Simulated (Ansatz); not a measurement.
**CH6BCl2N: a ladder of functionals and wavefunction methods**

Aim: compute CH6BCl2N with functionals from several rungs and with coupled cluster, and see how far each lands from CCSD(T) at the basis-set limit for the atomisation energy.

Program: Ansatz 0.2.0, Gaussian basis. Level of theory: functionals in def2-TZVPP, the program's frozen cores in correlated methods. These are calculated values, not measurements.

Levels to be run: LDA (SPW92), PBE-D4, revPBE-D4, BLYP-D4, r2SCAN-D4, B97M-V, PBE0-D4, B3LYP-D4, r2SCANh-D4, r2SCAN0-D4, HSE06-D4, BHLYP-D4, CAM-B3LYP-D4, LC-ωPBE, ωB97X-V, ωB97M-V, B2PLYP, PBE-QIDH; CCSD(T)/def2-SVP; CCSD(T)/def2-TZVPP; MP2/def2-QZVPP; extrapolation to the limit; RPA on PBE.

## (1) The geometry

All runs share one geometry, relaxed beforehand with PBE0-D4 in a triple-zeta def2 set.

SMILES `C[B-]([NH3+])(Cl)Cl`, 11 atoms, charge 0, spin multiplicity 1.

Atoms are counted from 1 here; the program's logs count them from 0.

Bond lengths: C1–B2 1.585 Å, C1–H6 1.092 Å, C1–H7 1.095 Å, C1–H8 1.095 Å, B2–N3 1.625 Å, B2–Cl4 1.853 Å, B2–Cl5 1.853 Å, N3–H9 1.017 Å, N3–H10 1.017 Å, N3–H11 1.017 Å. Angles: B2–C1–H6 109.7°, B2–C1–H7 112.3°, B2–C1–H8 112.3°, H6–C1–H7 106.9°, H6–C1–H8 106.9°, H7–C1–H8 108.4°, C1–B2–N3 109.8°, C1–B2–Cl4 113.8°, C1–B2–Cl5 113.8°, N3–B2–Cl4 103.0°, N3–B2–Cl5 103.0°, Cl4–B2–Cl5 112.2°, B2–N3–H9 109.0°, B2–N3–H10 110.6°, B2–N3–H11 110.6°, H9–N3–H10 108.6°, H9–N3–H11 108.6°, H10–N3–H11 109.6°.

## (2) LDA

This LDA is Slater exchange with PW92 correlation.

File in.yaml:

```yaml
crystal:
  periodic: [false, false, false]
  atoms:
    - {symbol: C, position_ang: [-1.212377, 0.255358, 0.570848]}
    - {symbol: B, position_ang: [0.011033, 0.415546, -0.424828]}
    - {symbol: N, position_ang: [1.148017, -0.694845, -0.083508]}
    - {symbol: Cl, position_ang: [-0.410789, 0.052032, -2.192188]}
    - {symbol: Cl, position_ang: [0.922468, 2.018010, -0.237700]}
    - {symbol: H, position_ang: [-1.975204, 1.001631, 0.340542]}
    - {symbol: H, position_ang: [-0.920395, 0.409158, 1.615262]}
    - {symbol: H, position_ang: [-1.690512, -0.726450, 0.486297]}
    - {symbol: H, position_ang: [1.926261, -0.581347, -0.728665]}
    - {symbol: H, position_ang: [1.493502, -0.572180, 0.865018]}
    - {symbol: H, position_ang: [0.773294, -1.634114, -0.190578]}
basis:
  gaussian: {orbitals: def2-TZVPP}
hamiltonian: {xc: lda}
output: {orbitals: {seedname: orbitals}}
```

The runs that follow: PBE-D4 (GGA); revPBE-D4 (GGA); BLYP-D4 (GGA); r2SCAN-D4 (meta-GGA); B97M-V (meta-GGA); PBE0-D4 (hybrid); B3LYP-D4 (hybrid); r2SCANh-D4 (hybrid); r2SCAN0-D4 (hybrid); HSE06-D4 (hybrid); BHLYP-D4 (hybrid); CAM-B3LYP-D4 (range-separated); LC-ωPBE-D4 (range-separated); ωB97X-V (range-separated); ωB97M-V (range-separated); B2PLYP (double hybrid); PBE-QIDH (double hybrid); CCSD(T) in def2-SVP; CCSD(T) in def2-TZVPP; MP2 in def2-QZVPP; RPA on PBE orbitals.

Q: Predict the results of all the runs planned. Wanted: atomisation energy, CCSD(T)/CBS; farthest beyond LDA; mean size of error, GGA; mean size of error, meta-GGA; mean size of error, hybrid; mean size of error, range-separated; mean size of error, double hybrid; gap, smallest and largest; T1 diagnostic.

The runs gave:

```
                               quantity                                                                                 value
        atomisation energy, CCSD(T)/CBS                                                                         3946.3 kJ/mol
 functionals within 19.7 kJ/mol (0.5 %)  revPBE-D4, r2SCAN-D4, B3LYP-D4, r2SCANh-D4, CAM-B3LYP-D4, LC-ωPBE, ωB97X-V, PBE-QIDH
                    farthest beyond LDA                                                               BHLYP-D4 (-96.3 kJ/mol)
                mean size of error, GGA                                                                           36.6 kJ/mol
           mean size of error, meta-GGA                                                                           21.8 kJ/mol
             mean size of error, hybrid                                                                           30.3 kJ/mol
    mean size of error, range-separated                                                                           17.4 kJ/mol
      mean size of error, double hybrid                                                                           24.3 kJ/mol
              gap, smallest and largest                                                 5.23 eV (BLYP-D4), 12.50 eV (LC-ωPBE)
                          T1 diagnostic                                                                                0.0083
triples share of the correlation energy                                                                                 3.9 %
```

LDA overbinds by 562.8 kJ/mol (14 %). PBE-D4 is off by +80.0 kJ/mol. Double hybrids carry the basis error of their MP2 part in triple zeta, and no dispersion term here, so their miss is partly the set-up's. By mean error the best rung here is range-separated (17.4 kJ/mol) and the worst beyond LDA is GGA (36.6 kJ/mol). The gap between the best rungs is small, so their order is not settled. Misses under about 19.7 kJ/mol are within the doubt on the reference itself, which lacks core-valence correlation, relativity and higher excitations. Hartree-Fock recovers 74 % of the binding; the rest is correlation. CCSD(T) in def2-SVP is off by -199.6 kJ/mol, so the small basis spoils what the method gains. The gap grows from 5.2 to 12.5 eV across the functionals, mostly with the share of exact exchange.
